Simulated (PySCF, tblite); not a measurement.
# C4H2BCl2FS: geometry, infrared bands and NMR shifts

Aim: predict the infrared bands and NMR shifts of C4H2BCl2FS (`Fc1ccc(B(Cl)Cl)s1`).

The runs use tblite 0.8.0 and PySCF 2.14.0, with density-fitted response routines of our own; the level of theory stands in each step. All values are computed, except where a source is named. Atoms count from 0, in the outputs and in this text.

### Step 1. The starting structure

11 atoms, charge 0, multiplicity 1; geometry from: force field or distance geometry start.

Bonds of the start (Å): F0–C1 1.35, C1–C2 1.38, C2–C3 1.39, C3–C4 1.40, C4–B5 1.56, B5–Cl6 1.85, B5–Cl7 1.85, C4–S8 1.68, S8–C1 1.69, C2–H9 1.09, C3–H10 1.07.

### Step 2. Geometry optimisation with GFN2-xTB

Job settings and geometry (Å):

```
{"job": {"kind": "relax", "xc": "GFN2-xTB", "basis": "xTB"}, "charge": 0, "multiplicity": 1}
F     -2.910300    -1.588200     0.050100
C     -1.744700    -0.914200     0.015000
C     -1.580200     0.433700    -0.214400
C     -0.254000     0.861700    -0.192300
C      0.639500    -0.180200     0.093100
B      2.193100    -0.048600     0.189500
Cl     3.022300     1.589700    -0.049900
Cl     3.243900    -1.523600     0.562400
S     -0.224900    -1.610200     0.282400
H     -2.422300     1.103700    -0.408600
H      0.043000     1.878900    -0.353400
```

On the command line:

```sh
$ OMP_NUM_THREADS=1 python probes_run.py task.json out
```

This one command runs all jobs of the session in turn.

**Question.** This job is followed by: GFN2-xTB harmonic vibrations, gas phase; GIAO PBE0/pcSseg-1 NMR shielding, non-relativistic, gas phase. What will the session give for the following? strongest single infrared mode (GFN2-xTB); zero-point energy (GFN2-xTB); ¹³C shifts against TMS (PBE0/pcSseg-1); ¹H shifts against TMS (PBE0/pcSseg-1); ¹⁹F shifts against CFCl3 (PBE0/pcSseg-1); ¹¹B shifts against BF3·OEt2 (PBE0/pcSseg-1); ³⁵Cl shifts against HCl (PBE0/pcSseg-1, means over atoms taken as alike); ³³S shifts against CS2 (PBE0/pcSseg-1).

As calculated:

```
                                                                quantity                           value
                               strongest single infrared mode (GFN2-xTB)           1441 cm⁻¹, 409 km/mol
                                            zero-point energy (GFN2-xTB)                   33.5 kcal/mol
                                  ¹³C shifts against TMS (PBE0/pcSseg-1)  190.9, 146.9, 139.3, 115.9 ppm
                                   ¹H shifts against TMS (PBE0/pcSseg-1)                  7.93, 6.82 ppm
                                ¹⁹F shifts against CFCl3 (PBE0/pcSseg-1)                      -109.7 ppm
                             ¹¹B shifts against BF3·OEt2 (PBE0/pcSseg-1)                        46.7 ppm
³⁵Cl shifts against HCl (PBE0/pcSseg-1, means over atoms taken as alike)                         210 ppm
                                  ³³S shifts against CS2 (PBE0/pcSseg-1)                         222 ppm
```

What this shows: Relaxing lowered the energy by 0.460 eV in 28 steps; the close pair that moved most is B5–Cl6, from 1.852 to 1.722 Å. No mode is imaginary among the 27: a minimum at this level. The strongest single mode, at 1441 cm⁻¹, is carried by C3, C4, C2, C1. GFN2-xTB is a fitted tight-binding method: band positions and strengths are rough. Its intensities can rank the bands wrongly. At PBE0/pcSseg-1: The widest tensor belongs to Cl6, Cl7: span 440 ppm, with a paramagnetic part of -407 ppm. NICS(1)zz of -21 ppm above the planar ring from C1 marks a diatropic (aromatic) ring current.
